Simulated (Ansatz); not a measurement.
# ClH₈NSi₃: basis-set convergence

An exercise on one series of results from a longer session: the logs are not shown, and one member is left open.

Program: Ansatz 0.2.0, Gaussian basis. Level of theory: one geometry, several basis sets. These are calculated values, not measurements.

Plan: PBE0-D4/def2-SVP; ωB97M-V/def2-SVP; PBE0-D4/def2-QZVPP; ωB97M-V/def2-QZVPP; the functionals' def2-TZVPP values are taken from earlier runs.

### The geometry

The geometry comes from an earlier relaxation with PBE0-D4 in a triple-zeta def2 set; it is a stationary point, not always the lowest conformer.

13 atoms, charge 0, spin multiplicity 1.

Atoms are counted from 1 here; the program's logs count them from 0.

Bond lengths: Si1–N2 1.743 Å, Si1–H6 1.485 Å, Si1–H7 1.485 Å, Si1–H8 1.486 Å, N2–Si3 1.743 Å, N2–Si4 1.716 Å, Si3–H9 1.486 Å, Si3–H10 1.485 Å, Si3–H11 1.486 Å, Si4–Cl5 2.058 Å, Si4–H12 1.481 Å, Si4–H13 1.478 Å. Angles: N2–Si1–H6 107.5°, N2–Si1–H7 111.3°, N2–Si1–H8 110.2°, H6–Si1–H7 109.6°, H6–Si1–H8 109.9°, H7–Si1–H8 108.4°, Si1–N2–Si3 119.3°, Si1–N2–Si4 120.7°, Si3–N2–Si4 119.8°, N2–Si3–H9 111.3°, N2–Si3–H10 110.7°, N2–Si3–H11 107.2°, H9–Si3–H10 108.6°, H9–Si3–H11 109.2°, H10–Si3–H11 109.8°, N2–Si4–Cl5 111.7°, N2–Si4–H12 108.2°, N2–Si4–H13 111.3° and more.

Set-up of the first run:

in.yaml reads:

```yaml
crystal:
  periodic: [false, false, false]
  atoms:
    - {symbol: Si, position_ang: [-1.523001, -0.702796, 0.456488]}
    - {symbol: N, position_ang: [-0.003797, -0.043315, -0.086755]}
    - {symbol: Si, position_ang: [1.458318, -0.961346, 0.152682]}
    - {symbol: Si, position_ang: [0.082854, 1.546166, -0.726638]}
    - {symbol: Cl, position_ang: [-0.141117, 2.970224, 0.742817]}
    - {symbol: H, position_ang: [-2.591432, 0.244466, 0.047621]}
    - {symbol: H, position_ang: [-1.543160, -0.868656, 1.932210]}
    - {symbol: H, position_ang: [-1.758097, -2.029987, -0.169011]}
    - {symbol: H, position_ang: [2.026375, -1.419499, -1.141554]}
    - {symbol: H, position_ang: [2.479895, -0.145645, 0.857433]}
    - {symbol: H, position_ang: [1.102952, -2.146480, 0.976509]}
    - {symbol: H, position_ang: [1.427354, 1.732393, -1.320326]}
    - {symbol: H, position_ang: [-0.996746, 1.789674, -1.706776]}
basis:
  gaussian: {orbitals: def2-SVP}
hamiltonian: {xc: pbe0, dispersion: d4}
output: {orbitals: {seedname: orbitals}}
```

Run with:

```sh
> ansatz run in.yaml --threads 4 --pin off --events-out ev --progress --plain --max-ram 10444MiB
```

Among the steps run: PBE0-D4 in def2-SVP; ωB97M-V in def2-SVP; PBE0-D4 in def2-QZVPP; ωB97M-V in def2-QZVPP.

One table of the session follows, with a row left open; its other results are not shown here.

It belongs to the step «Functionals by basis». 

```
functional       basis  HOMO (eV)  LUMO (eV)
   PBE0-D4    def2-SVP      -7.95      -0.03
   PBE0-D4  def2-TZVPP      -8.04      -0.42
   PBE0-D4  def2-QZVPP      -8.05      -0.50
   ωB97M-V    def2-SVP     -10.15       1.87
   ωB97M-V  def2-TZVPP          ?          ?
   ωB97M-V  def2-QZVPP     -10.29       1.15
```

Estimate the missing values for ωB97M-V, def2-TZVPP.

As computed: HOMO (eV): -10.28; LUMO (eV): 1.33. In the column «HOMO (eV)» it lies between ωB97M-V, def2-QZVPP (-10.29) and ωB97M-V, def2-SVP (-10.15).
